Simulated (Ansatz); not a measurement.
# Cl4Sn: the cost of one run

Method: the levels named in each step, in Ansatz 0.2.0.

### Step 1. Starting point

Bond lengths: Cl1–Sn2 2.316 Å, Sn2–Cl3 2.317 Å, Sn2–Cl4 2.316 Å, Sn2–Cl5 2.317 Å. Angles: Cl1–Sn2–Cl3 109.4°, Cl1–Sn2–Cl4 109.5°, Cl1–Sn2–Cl5 109.5°, Cl3–Sn2–Cl4 109.5°, Cl3–Sn2–Cl5 109.5°, Cl4–Sn2–Cl5 109.4°.

Structure file:

```xyz
5

Cl   -1.7943   -0.8578   -1.1879
Sn    0.0001   -0.0002   -0.0002
Cl   -0.3196    2.2683    0.3455
Cl    1.9519   -0.3334   -1.2022
Cl    0.1619   -1.0770    2.0446
```

### Step 2. A rough first relaxation, PBE-D4/def2-SVP

This run stands in another session on the same molecule. It ended at:

```xyz
5

Cl   -1.8131   -0.8683   -1.1996
Sn    0.0000    0.0000   -0.0001
Cl   -0.3213    2.2924    0.3490
Cl    1.9723   -0.3355   -1.2155
Cl    0.1620   -1.0887    2.0660
```

### Step 3. Relaxation, r2SCAN-D4/def2-TZVPP

Input file input.yaml:

```yaml
crystal:
  periodic: [false, false, false]
  atoms:
    - { symbol: Cl, position_ang: [-1.81307347, -0.86828315, -1.19962953] }
    - { symbol: Sn, position_ang: [1.01e-06, -3.479e-05, -5.064e-05] }
    - { symbol: Cl, position_ang: [-0.32130266, 2.29235538, 0.34898319] }
    - { symbol: Cl, position_ang: [1.97234501, -0.33546027, -1.21554485] }
    - { symbol: Cl, position_ang: [0.16203012, -1.08873718, 2.06600183] }
basis:
  gaussian: { orbitals: def2-TZVPP }
hamiltonian:
  xc: r2scan
  dispersion: d4
relax:
  f_tol: 0.002
  max_steps: 150
```

On the command line:

```
$ ansatz run input.yaml --threads 4 --pin off --max-ram 10240MiB --backend cpu --events-out ev --progress --plain --runs-dir out
```

**Question.** How long does this run take on 4 threads of Intel Xeon at 2.70GHz, shared host, and how much memory does it need?

About 21 s, with a peak of 0.4 GiB.
